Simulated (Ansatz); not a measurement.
# Al (Aluminum): the cost of one run

Computed with Ansatz 0.2.0 (DFT r²SCAN, frozen-core PAW and all-electron LAPW, scalar-relativistic unless said, unless a step's input says otherwise).

1 further run of the same task is left out (set aside as unsound or not needed).

**1. The structure to begin with**

It takes space group Fm-3m (No. 225, cubic). Conventional cell: a = 4.050 Å, b = 4.050 Å, c = 4.050 Å, α = 90.00°, β = 90.00°, γ = 90.00°. Al (site symmetry m-3m) is surrounded by 12 Al at 2.86 Å.

Structure file:

```
Al
1.0
     0.00000    2.02481    2.02481
     2.02481    0.00000    2.02481
     2.02481    2.02481    0.00000
Al
1
Direct
  0.00000 0.00000 0.00000
```

Cartesian axes are those of the input's lattice vectors. The structure goes back to a database entry.

**2. Cell and atoms relaxed, PAW**

Contents of input.yaml:

```yaml
crystal:
  lattice:
    - [0.0, 2.024805, 2.024805]
    - [2.024805, 0.0, 2.024805]
    - [2.024805, 2.024805, 0.0]
  atoms:
    - { symbol: Al, position: [0.0, 0.0, 0.0] }
kpoints:
  mp_grid: { grid: [26, 26, 26] }
scf:
  occupations: { method: fermi_dirac, width: 0.1 }
hamiltonian:
  xc: r2scan
  pseudopotentials: { kind: paw }
relax:
  f_tol: 0.002
  max_steps: 80
  cell: {}
output:
  forces: true
  stress: true
```

On the command line:

```
ansatz run input.yaml --threads 1 --pin off --max-ram 2560MiB --backend cpu --events-out ev --progress --plain --runs-dir out
```

Q: Estimate wall time and peak memory on 1 thread of Intel Xeon Platinum 8488C (Sapphire Rapids), shared host.

About 22 s, with a peak of 0.51 GiB.
